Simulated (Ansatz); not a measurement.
Set up this calculation in Ansatz 0.2.0, as the native input.

```yaml
Task: single point
Functional: PBE
Potentials_or_basis: Ansatz PAW
Cutoff: "420 eV (not typed: the program's choice for these potentials)"
k_mesh: 7 × 7 × 3
Occupations: fermi-dirac, width 0.05 eV
Spin: no spin polarisation
```

Ta3AsAu2O13:

```xyz
19
Lattice="6.4303 -1.9433 -0.0048 6.4303 1.9433 -0.0048 -2.5478 0.0000 10.6862" Properties=species:S:1:pos:R:3 pbc="T T T"
Ta    4.5283   -0.0195    3.7913
Ta    6.0786   -0.0652    7.2047
Ta    1.7674    0.0320   10.5615
As    7.9937    0.0151    0.0749
Au    8.3460    0.0251    3.7354
Au    2.3029    0.0149    6.7560
O     8.5938    0.0671    1.5983
O     6.3570    0.0426    3.7413
O     2.4028    0.0054    4.7303
O     2.1212   -0.0268    8.7435
O     4.7858    0.0023    5.9019
O     8.0561    0.0168    6.7025
O     4.1910   -0.0295    1.9770
O    10.3333    0.0301    3.9203
O     5.3099    0.0458    8.9340
O    -0.2445   -0.0324    7.1492
O     6.2541    0.0029    0.3518
O    -0.3968   -0.0008   10.5650
O     7.7825    0.0060   10.4572
```

The cell was built by a generator and needn't be a form met in nature.

The cell isn't the ideal one: atoms moved at random, drawn with an rms of 0.05 Å.

One way to write it, as run:

input.yaml

```yaml
crystal:
  lattice:
    - [6.4303, -1.94333, -0.00483]
    - [6.4303, 1.94333, -0.00483]
    - [-2.54785, 0.0, 10.68617]
  atoms:
    - { symbol: Ta, position: [0.427478, 0.417465, 0.355172] }
    - { symbol: Ta, position: [0.623093, 0.589563, 0.674757] }
    - { symbol: Ta, position: [0.325067, 0.341513, 0.988636] }
    - { symbol: As, position: [0.619186, 0.626946, 0.007572] }
    - { symbol: Au, position: [0.711892, 0.724789, 0.350204] }
    - { symbol: Au, position: [0.300534, 0.308203, 0.632491] }
    - { symbol: O, position: [0.680721, 0.71524, 0.150197] }
    - { symbol: O, position: [0.552805, 0.574719, 0.350619] }
    - { symbol: O, position: [0.273179, 0.275981, 0.442906] }
    - { symbol: O, position: [0.334001, 0.320192, 0.8185] }
    - { symbol: O, position: [0.481037, 0.482226, 0.552731] }
    - { symbol: O, position: [0.746484, 0.755132, 0.62789] }
    - { symbol: O, position: [0.370198, 0.355001, 0.185333] }
    - { symbol: O, position: [0.868589, 0.884059, 0.36765] }
    - { symbol: O, position: [0.566823, 0.590402, 0.836555] }
    - { symbol: O, position: [0.121882, 0.105211, 0.669119] }
    - { symbol: O, position: [0.492174, 0.493653, 0.033369] }
    - { symbol: O, position: [0.165244, 0.164839, 0.98881] }
    - { symbol: O, position: [0.797599, 0.800705, 0.979292] }
hamiltonian:
  xc: pbe
  pseudopotentials: { kind: paw }
kpoints:
  mp_grid: { grid: [7, 7, 3] }
scf:
  occupations: { method: fermi_dirac, width: 0.05 }
output:
  forces: true
  stress: true
  eigenvalues: true
```

Potentials or basis: Ansatz PAW.

Launch:

```sh
$ ansatz run input.yaml --threads 8 --pin off --max-ram 20480MiB --backend cpu --events-out ev --progress --plain --runs-dir out
```

Results of the run:

| Property | Result |
| --- | --- |
| Pressure | 1.0 GPa |
| Largest force | 2.880 eV/Å |
| Band gap on the k mesh | none (metal or under the smearing width) |

Caveat: the pressure holds a Pulay correction of +0.6 GPa for the finite cutoff.

Run time: 40 s on 8 threads of Arm Neoverse V1 (shared host), peak memory 2.2 GiB.
